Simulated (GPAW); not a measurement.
Runs of GPAW 26.7.0 on Ba2Tl5V3O12. The typed cell holds 22 atoms: a = 6.653 Å, b = 8.840 Å, c = 9.892 Å, α = 71.07°, β = 73.99°, γ = 70.69°. The cell was built by a generator and needn't be a form met in nature.

```csv
task,level,potentials or basis,cell,k mesh,optimizer,fmax,max steps,convergence,band path,gap on the mesh (eV),pressure (GPa),moment (μB),largest force (eV/Å)
single point,PBE,"GPAW PAW data sets (gpaw-data 1.2.1), pw",as given,5 × 4 × 3,-,-,-,-,-,(b),0.3,0.00,0.18
relaxation of cell and atoms,PBE,"GPAW PAW data sets (gpaw-data 1.2.1), pw",relaxed,3 × 3 × 2,LBFGS,0.05 eV/Å,40,density=1e-05 forces=0.0001,-,2.87,0.1,0.00,0.04
band structure,PBE,"GPAW PAW data sets (gpaw-data 1.2.1), pw",as given,3 × 3 × 2,-,-,-,-,"XGY,LGZ,NGM,RG",2.88,0.3,0.00,0.18
band structure,PBEsol,"PAW data sets generated in the run's folder for this functional, pw",as given,3 × 3 × 2,-,-,-,-,"XGY,LGZ,NGM,RG",2.84,-2.5,0.00,0.38
band structure,LDA,"the program's PAW data sets (release 1.2.1) made for this functional, pw",as given,3 × 3 × 2,-,-,-,-,"XGY,LGZ,NGM,RG",(c),(a),0.00,1.07
```

Alike in all rows: spin collinear, ferromagnetic start; cutoff (eV) 800; smearing fermi-dirac 0.05 eV.

Question: Fill in the values left out.

Answer: (a) -5.4; (b) 2.86; (c) 2.79.

Caveats: spin-orbit coupling is left out, which as a rule narrows the gap of such compounds by several tenths of an eV; an odd mesh through Γ misses points on the zone boundary, where band edges often lie (some runs); each step starts from the last one's moments, so a moment once lost doesn't come back (some runs); later steps reuse the first step's grids (some runs); forces of over 1 eV/Å show positions far from the minimum, so gaps and moduli don't describe the material at rest (some runs).

A k mesh can miss the band edges, and the runs leave out spin-orbit coupling on Ba, Tl.

Not every run made on this cell is shown here.
